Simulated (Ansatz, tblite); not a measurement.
# The cluster V6H10O20: rung by rung

One table from this session's results is given with a row withheld; the runs are named, their logs left out.

Program: Ansatz 0.2.0, Gaussian basis. Level of theory: as each input shows. These are calculated values, not measurements.

Plan: GFN1-xTB, GFN2-xTB, PBE-D4/def2-SVP, r2SCAN-D4/def2-SVP, LDA/def2-SVP, PBE-QIDH/def2-SVP, ωB97X-V/def2-SVP, LC-ωPBE(0.10)/def2-SVP, LC-ωPBE(0.15)/def2-SVP, LC-ωPBE(0.20)/def2-SVP, LC-ωPBE(0.30)/def2-SVP, PBE0-D4/def2-TZVP, PBE-D4/def2-TZVP, HF/STO-3G, HF/6-31G, B3LYP-D4/6-31G, MP2/def2-SVP, RPA/def2-SVP.

## The relaxed structure

The singlet was relaxed beforehand with PBE-D4/def2-SVP.

36 atoms, charge 0, spin multiplicity 1.

Bond lengths: V1–V4 2.607 Å, V1–O13 1.786 Å, V1–O15 1.713 Å, V1–O21 1.598 Å, V2–O18 2.086 Å, V2–O23 1.742 Å, V2–O24 1.561 Å, V2–O25 1.954 Å, V2–O26 1.990 Å, V3–O14 1.762 Å, V3–O16 1.672 Å, V3–O18 1.679 Å, V3–O25 1.738 Å, V4–O11 1.762 Å, V4–O12 1.729 Å, V4–O17 1.606 Å, V5–O7 1.733 Å, V5–O8 1.759 Å and more. Angles: V4–V1–O13 101.7°, V4–V1–O15 106.5°, V4–V1–O21 104.6°, O13–V1–O15 111.5°, O13–V1–O21 117.0°, O15–V1–O21 113.9°, O18–V2–O23 153.5°, O18–V2–O24 101.0°, O18–V2–O25 76.4°, O18–V2–O26 80.1°, O23–V2–O24 105.3°, O23–V2–O25 98.7°, O23–V2–O26 90.5°, O24–V2–O25 105.2°, O24–V2–O26 105.4°, O25–V2–O26 144.3°, O14–V3–O16 111.8°, O14–V3–O18 111.7° and more.

No spin-orbit coupling is included.

PBE0-D4/def2-SVP was run before; its log isn't repeated, and its numbers join the tables.

Set-up of the first run:

Tight binding, by tblite at 300 K electronic temperature and without a spin-polarisation term:

```python
tblite.interface.Calculator('GFN1-xTB', numbers, positions, charge=0, uhf=0).singlepoint()
```

Tight binding, by tblite at 300 K electronic temperature and without a spin-polarisation term:

```python
tblite.interface.Calculator('GFN2-xTB', numbers, positions, charge=0, uhf=0).singlepoint()
```

start.molden holds the orbitals of an earlier run on this state, given as this run's starting guess.

Contents of in.yaml:

```yaml
crystal:
  periodic: [false, false, false]
  atoms:
    - {symbol: V, position_ang: [-1.666312, -0.960538, 0.539030]}
    - {symbol: V, position_ang: [-0.929819, 2.817467, 0.991762]}
    - {symbol: V, position_ang: [1.011234, 2.452569, -0.920696]}
    - {symbol: V, position_ang: [-2.011970, -0.924741, -2.044745]}
    - {symbol: V, position_ang: [2.113129, -2.755139, -0.517486]}
    - {symbol: V, position_ang: [0.707858, 0.447495, 2.429558]}
    - {symbol: O, position_ang: [1.174050, -3.364004, -1.840656]}
    - {symbol: O, position_ang: [3.698637, -3.515424, -0.482771]}
    - {symbol: O, position_ang: [1.279463, -3.110110, 0.962937]}
    - {symbol: O, position_ang: [2.224696, -1.146167, -0.753537]}
    - {symbol: O, position_ang: [-3.389282, -2.011718, -2.208507]}
    - {symbol: O, position_ang: [-2.286754, 0.772410, -1.863326]}
    - {symbol: O, position_ang: [-3.225953, -0.314259, 1.122954]}
    - {symbol: O, position_ang: [1.849986, 3.826484, -1.636788]}
    - {symbol: O, position_ang: [-0.377220, 0.116605, 0.871823]}
    - {symbol: O, position_ang: [1.511984, 1.002659, -1.586273]}
    - {symbol: O, position_ang: [-0.545466, -1.468909, -2.410738]}
    - {symbol: O, position_ang: [1.113154, 2.466114, 0.754982]}
    - {symbol: O, position_ang: [2.407492, 0.229083, 1.975271]}
    - {symbol: O, position_ang: [0.367203, -0.713547, 3.427463]}
    - {symbol: O, position_ang: [-1.340019, -2.486594, 0.880877]}
    - {symbol: O, position_ang: [0.747130, 2.043828, 3.372353]}
    - {symbol: O, position_ang: [-2.593580, 2.316573, 1.121010]}
    - {symbol: O, position_ang: [-0.938915, 4.354618, 1.265282]}
    - {symbol: O, position_ang: [-0.716578, 2.641091, -0.942159]}
    - {symbol: O, position_ang: [-0.520718, 1.972427, 2.746272]}
    - {symbol: H, position_ang: [0.521750, -2.700207, -2.236283]}
    - {symbol: H, position_ang: [4.516526, -2.982454, -0.533811]}
    - {symbol: H, position_ang: [0.302636, -2.945633, 1.103712]}
    - {symbol: H, position_ang: [-3.306604, -2.964322, -2.409228]}
    - {symbol: H, position_ang: [-1.699513, 1.567973, -1.649266]}
    - {symbol: H, position_ang: [-3.938616, -0.785516, 1.593618]}
    - {symbol: H, position_ang: [2.333816, 3.742996, -2.481149]}
    - {symbol: H, position_ang: [-2.950339, 1.379848, 1.107698]}
    - {symbol: H, position_ang: [1.826677, 0.003176, -1.203249]}
    - {symbol: H, position_ang: [2.730217, 0.995836, 1.454066]}
basis:
  gaussian: {orbitals: def2-SVP, fitting: {mean_field: def2-universal-jkfit}, initial_orbitals: start.molden}
hamiltonian: {xc: pbe, dispersion: d4}
scf: {omitted_lower_state_checks: [starts]}
output: {forces: true, orbitals: {seedname: orbitals}}
```

On the command line:

```sh
$ ansatz run in.yaml --threads 2 --pin off --events-out ev --progress --plain --max-ram 32768MiB --backend cuda --devices 0, --max-vram 18GiB
```

Steps of the session up to this table: PBE-D4/def2-SVP; r2SCAN-D4/def2-SVP; LDA/def2-SVP; PBE-QIDH/def2-SVP; ωB97X-V/def2-SVP; LC-ωPBE(0.10)/def2-SVP; LC-ωPBE(0.15)/def2-SVP; LC-ωPBE(0.20)/def2-SVP; LC-ωPBE(0.30)/def2-SVP; PBE0-D4/def2-TZVP; PBE-D4/def2-TZVP; HF/STO-3G; HF/6-31G; B3LYP-D4/6-31G; MP2/def2-SVP; RPA/def2-SVP.

One table of the session follows, with a row left open; its other results are not shown here.

It belongs to the step «Binding energy». 

```
           level  binding an atom (eV)
       HF/STO-3G                 3.004
        HF/6-31G                 1.438
     HF/def2-SVP                 1.713
  B3LYP-D4/6-31G                     ?
PBE0-D4/def2-SVP                 4.393
ωB97X-V/def2-SVP                 4.398
    MP2/def2-SVP                 4.602
```

**Question.** Estimate the row for B3LYP-D4/6-31G.

**Answer.** binding an atom (eV): 4.277. In the column «binding an atom (eV)» it lies between HF/STO-3G (3.004) and PBE0-D4/def2-SVP (4.393).

Caveats from the session: Free atoms were run apart at each level; binding is atoms less cluster, divided by the number of atoms, without zero-point or spin-orbit terms.
